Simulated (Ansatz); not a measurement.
C2HF, SMILES C#CF: an atomisation energy, run with the Python package of Ansatz (0.2.0).

`c2hf.py`
```python
# -*- coding: utf-8 -*-
"""Energy to split C2HF into its atoms."""

from collections import Counter
from dataclasses import dataclass

import ansatz as az
from rdkit import Chem
from rdkit.Chem import AllChem


@dataclass(frozen=True)
class Options:
    basis_set: str = "cc-pVTZ"
    functional: str = "b3lyp"


cfg = Options()


def total_energy(molecule, charge=0, unpaired=0):
    calc = (
        molecule.calculation()
        .basis(gaussian=cfg.basis_set)
        .functional(cfg.functional)
    )
    if charge:
        calc = calc.charge(charge)
    if unpaired:
        calc = calc.spin("collinear", total=unpaired)
    return calc.run(threads=1).report["free_energy_ev"]

# a force-field geometry from the SMILES
rd = Chem.AddHs(Chem.MolFromSmiles("C#CF"))
AllChem.EmbedMolecule(rd, randomSeed=793)
AllChem.UFFOptimizeMolecule(rd)
mol = az.Crystal.molecule()
for atom, xyz in zip(rd.GetAtoms(), rd.GetConformer().GetPositions()):
    mol = mol.atom(atom.GetSymbol(), xyz.round(5).tolist())

# Hund ground states
unpaired = {"C": 2, "F": 1, "H": 1}
counts = Counter(site.symbol for site in mol.cartesian_sites)
atom_energy = {s: total_energy(az.Crystal.molecule().atom(s, (0, 0, 0)), 0, unpaired[s]) for s in counts}
whole = total_energy(mol, 0, 0)
for s, e in atom_energy.items():
    print(f"{s:2s} x{counts[s]}  {e:14.5f} eV")
print(f"C2HF: {whole:.5f} eV")
split = sum(counts[s] * e for s, e in atom_energy.items()) - whole
print(f"atomisation energy (no zero-point term): {96.485332 * split:.1f} kJ/mol, {split / sum(counts.values()):.3f} eV an atom")
```

What does it cost to take this molecule apart into atoms?

1651.6 kJ/mol from the electronic energies, without the zero-point term.

The output:

```console
$ python c2hf.py
C  x2     -1030.18427 eV
F  x1     -2714.68582 eV
H  x1       -13.66437 eV
C2HF: -4805.83637 eV
atomisation energy (no zero-point term): 1651.6 kJ/mol, 4.279 eV an atom
```

Reading the output:
- Total energies depend on the basis set; only differences at equal settings carry meaning.
- The geometry is a force-field or estimated start, not a minimum of this method, and the basis set is short of its limit. All parts are taken at fixed geometry, without zero-point energy.
- b3lyp holds the VWN-RPA fit, as in Gaussian; the form of ORCA and Turbomole is b3lyp5.
- Hardware and time: 1.1 s on 1 thread of AMD EPYC 9R45 96-Core Processor (Zen 5) (shared host), peak memory 0.25 GiB.

(Lines on the test bed's own set-up are left out of the output.)
